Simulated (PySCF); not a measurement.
**CH₂Br₂Cl₂Si: electronic excitations**

What electronic excitations should CH₂Br₂Cl₂Si (`Cl[Si](Cl)(Br)CBr`) show?

Programs: PySCF 2.14.0, with density-fitted response routines of our own. Each step states its level of theory. These are calculated values for one molecule in the gas phase, unless marked as measured. Atoms are numbered from 0 throughout.

### Step 1. Starting geometry

8 atoms, charge 0, multiplicity 1; geometry from: GFN2-xTB.

Bonds of the start (Å): Cl0–Si1 2.01, Si1–Cl2 2.01, Si1–Br3 2.22, Si1–C4 1.91, C4–Br5 1.96, C4–H6 1.09, C4–H7 1.09.

### Step 2. Ultraviolet spectrum: CAM-B3LYP/def2-SVPD

The job: settings as JSON, then the geometry in Å.

```
{"job": {"kind": "uv", "xc": "CAM-B3LYP", "basis": "def2-SVPD", "nstates": 8, "ntriplets": 3}, "charge": 0, "multiplicity": 1}
Cl     1.199259     0.956694     1.920105
Si     0.871148     0.259394     0.069079
Cl     1.287370     1.616957    -1.346499
Br     2.084716    -1.564847    -0.265938
C     -0.924285    -0.378763    -0.104010
Br    -2.235106     1.052742     0.160755
H     -1.155607    -1.143576     0.635368
H     -1.118437    -0.789190    -1.093425
```

With the program's defaults for keys left out, this is: TDDFT CAM-B3LYP/def2-SVPD, vertical, gas phase, core orbitals frozen in the response.

The run is started by

```console
OMP_NUM_THREADS=1 python probes_run.py task.json out
```

This one command runs all jobs of the session in turn.

What will the session give for the following? lowest singlet (CAM-B3LYP/def2-SVPD); brightest single state of those computed; lowest triplet; surface potential, 1st and 99th percentile. Wanted: lowest singlet; brightest single state of those computed; lowest triplet; surface potential, 1st and 99th percentile.

The runs gave:

| quantity | value |
| --- | --- |
| lowest singlet (CAM-B3LYP/def2-SVPD) | 5.78 eV (215 nm), f = 0.018 |
| brightest single state of those computed | state 3, 6.90 eV, f = 0.032 |
| lowest triplet | 5.12 eV |
| surface potential, 1st and 99th percentile | -0.42 V and 1.37 V |

**Reading.** The lowest singlet, at 5.78 eV, is HOMO→LUMO 0.68, HOMO→LUMO+1 0.21 and is weak; of the 8 states computed, the strongest absorption comes from states 3 to 4 together at 6.90 eV. The lowest triplet lies 0.66 eV below the lowest singlet (triplets in Tamm-Dancoff, singlets in full TDDFT).
